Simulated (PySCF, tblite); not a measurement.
# C₅H₇SSi₂ radical: geometry, infrared bands and EPR parameters

Wanted: the infrared bands and EPR parameters of C₅H₇SSi₂ radical (`C#C[Si](C#CC)S[SiH3]`), by calculation.

Programs: tblite 0.8.0 and PySCF 2.14.0, with density-fitted response routines of our own. Each step states its level of theory. These are calculated values for one molecule in the gas phase, unless marked as measured. Atoms are numbered from 0 throughout.

**1. The starting structure**

15 atoms, charge 0, multiplicity 2; geometry from: force field or distance geometry start.

Bonds of the start (Å): C0–C1 1.19, C1–Si2 1.80, Si2–C3 1.80, C3–C4 1.22, C4–C5 1.47, Si2–S6 2.10, S6–Si7 2.12, C0–H8 1.07, C5–H9 1.12, C5–H10 1.12, C5–H11 1.10, Si7–H12 1.49, Si7–H13 1.49, Si7–H14 1.45.

**2. Relaxing the molecule with GFN2-xTB**

Job settings and geometry (Å):

```
{"job": {"kind": "relax", "xc": "GFN2-xTB", "basis": "xTB"}, "charge": 0, "multiplicity": 2}
C      0.675600     3.297800     0.352800
C      0.493400     2.354500    -0.356200
Si     0.265100     0.921300    -1.421800
C     -1.190100    -0.032800    -0.975800
C     -2.162100    -0.679400    -0.637500
C     -3.352800    -1.440600    -0.238400
S      1.993100    -0.224600    -1.770800
Si     3.126000    -0.728600    -0.046100
H      0.806400     4.155700     0.978000
H     -4.270000    -0.904200    -0.585900
H     -3.282000    -2.435100    -0.751900
H     -3.408700    -1.531000     0.857100
H      2.428100    -1.710800     0.822100
H      4.351000    -1.429700    -0.535600
H      3.522600     0.395400     0.782500
```

Launch:

```sh
> OMP_NUM_THREADS=1 python probes_run.py task.json out
```

This one command runs all jobs of the session in turn.

**Question.** This job is followed by: GFN2-xTB harmonic vibrations, gas phase; UKS B3LYP, pcH-1 on C H S Si, non-relativistic, mean-field spin-orbit, GIAO. Predict these results of the whole session: strongest single infrared mode (GFN2-xTB); zero-point energy (GFN2-xTB); g(iso) (B3LYP); ⟨S²⟩; largest a(iso) (averaged by class); surface potential, 1st and 99th percentile.

The runs gave:

| quantity | value |
| --- | --- |
| strongest single infrared mode (GFN2-xTB) | 777 cm⁻¹, 378 km/mol |
| zero-point energy (GFN2-xTB) | 57.3 kcal/mol |
| g(iso) (B3LYP) | 2.00349 |
| ⟨S²⟩ | 0.755 (exact 0.75) |
| largest a(iso) (averaged by class) | 29Si on Si2, -707.1 MHz |
| surface potential, 1st and 99th percentile | -0.97 V and 1.56 V |

**Reading.** Over 116 steps the energy fell by 0.293 eV; of the close pairs, Si2–S6 changed most, 2.103 to 2.181 Å. The lowest mode is slightly imaginary (15i cm⁻¹), a soft motion within the noise of the Hessian, so the minimum is not strictly shown. The strongest single mode, at 777 cm⁻¹, has its largest shares on H13, H14 and H12 (the list is cut at 3 atoms). Unscaled tight-binding wavenumbers are off by several per cent, some by more. Its intensities can rank the bands wrongly. Si2 carries the largest spin population, 0.80 e. The isotropic g lies 1.2 ppt above the free-electron value.
